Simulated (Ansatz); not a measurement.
# BClGaH₅Si: a ladder of functionals and wavefunction methods

One table from this session's results is given with a row withheld; the runs are named, their logs left out.

Program: Ansatz 0.2.0, Gaussian basis. Level of theory: functionals in def2-TZVPP, the program's frozen cores in correlated methods. These are calculated values, not measurements.

Levels to be run: LDA (SPW92), PBE-D4, revPBE-D4, BLYP-D4, r2SCAN-D4, B97M-V, PBE0-D4, B3LYP-D4, r2SCANh-D4, r2SCAN0-D4, HSE06-D4, BHLYP-D4, CAM-B3LYP-D4, LC-ωPBE, ωB97X-V, ωB97M-V, B2PLYP, PBE-QIDH; CCSD(T)/def2-SVP; CCSD(T)/def2-TZVPP; MP2/def2-QZVPP; extrapolation to the limit; RPA on PBE.

### Structure used throughout

An earlier PBE0-D4 in a triple-zeta def2 set relaxation fixed the geometry.

SMILES `[SiH3][B](Cl)[GaH2]`, 9 atoms, charge 0, spin multiplicity 1.

Atoms are counted from 1 here; the program's logs count them from 0.

Bond lengths: Si1–B2 2.019 Å, Si1–H5 1.492 Å, Si1–H6 1.492 Å, Si1–H7 1.488 Å, B2–Cl3 1.755 Å, B2–Ga4 2.089 Å, Ga4–H8 1.574 Å, Ga4–H9 1.574 Å. Angles: B2–Si1–H5 108.5°, B2–Si1–H6 108.6°, B2–Si1–H7 114.2°, H5–Si1–H6 107.1°, H5–Si1–H7 109.1°, H6–Si1–H7 109.1°, Si1–B2–Cl3 118.5°, Si1–B2–Ga4 124.8°, Cl3–B2–Ga4 116.7°, B2–Ga4–H8 121.4°, B2–Ga4–H9 121.4°, H8–Ga4–H9 117.2°.

The first run:

File in.yaml:

```yaml
crystal:
  periodic: [false, false, false]
  atoms:
    - {symbol: Si, position_ang: [0.315626, 1.250737, -1.018581]}
    - {symbol: B, position_ang: [0.494362, -0.539822, -0.102681]}
    - {symbol: Cl, position_ang: [1.799363, -1.605710, -0.593480]}
    - {symbol: Ga, position_ang: [-0.771421, -1.238107, 1.405804]}
    - {symbol: H, position_ang: [-1.032241, 1.324532, -1.653241]}
    - {symbol: H, position_ang: [0.371209, 2.322904, 0.016833]}
    - {symbol: H, position_ang: [1.354269, 1.515750, -2.050143]}
    - {symbol: H, position_ang: [-2.066211, -2.067250, 1.070962]}
    - {symbol: H, position_ang: [-0.464965, -0.963024, 2.924529]}
basis:
  gaussian: {orbitals: def2-TZVPP}
hamiltonian: {xc: lda}
output: {orbitals: {seedname: orbitals}}
```

The run is started by

```console
$ ansatz run in.yaml --threads 4 --pin off --events-out ev --progress --plain --max-ram 10444MiB
```

Steps of the session up to this table: LDA; PBE-D4 (GGA); revPBE-D4 (GGA); BLYP-D4 (GGA); r2SCAN-D4 (meta-GGA); B97M-V (meta-GGA); B3LYP-D4 (hybrid); r2SCANh-D4 (hybrid); r2SCAN0-D4 (hybrid); HSE06-D4 (hybrid); BHLYP-D4 (hybrid); CAM-B3LYP-D4 (range-separated); LC-ωPBE (range-separated); ωB97X-V (range-separated); ωB97M-V (range-separated); B2PLYP (double hybrid); PBE-QIDH (double hybrid).

One table of the session follows, with a row left open; its other results are not shown here.

It belongs to the step «Frontier levels by functional». 

```
  functional  HOMO (eV)  LUMO (eV)  gap (eV)
 LDA (SPW92)      -6.00      -3.54      2.46
      PBE-D4      -5.89      -3.34      2.54
   revPBE-D4      -5.84      -3.25      2.58
     BLYP-D4      -5.77      -3.14      2.63
   r2SCAN-D4      -6.10      -3.13      2.97
      B97M-V      -6.22      -3.20      3.02
     PBE0-D4      -6.99      -2.45      4.54
    B3LYP-D4      -6.81      -2.59      4.22
  r2SCANh-D4      -6.51      -2.81      3.70
  r2SCAN0-D4      -7.13      -2.34      4.79
    HSE06-D4      -6.60      -2.83      3.77
    BHLYP-D4      -8.02      -1.37      6.65
CAM-B3LYP-D4      -8.28      -1.27      7.01
     LC-ωPBE      -9.57      -0.19      9.38
     ωB97X-V      -9.23      -0.26      8.97
     ωB97M-V          ?          ?         ?
```

Estimate the missing values for ωB97M-V.

As computed: HOMO (eV): -9.05; LUMO (eV): -0.44; gap (eV): 8.60. In the column «HOMO (eV)» it lies between ωB97X-V (-9.23) and CAM-B3LYP-D4 (-8.28).
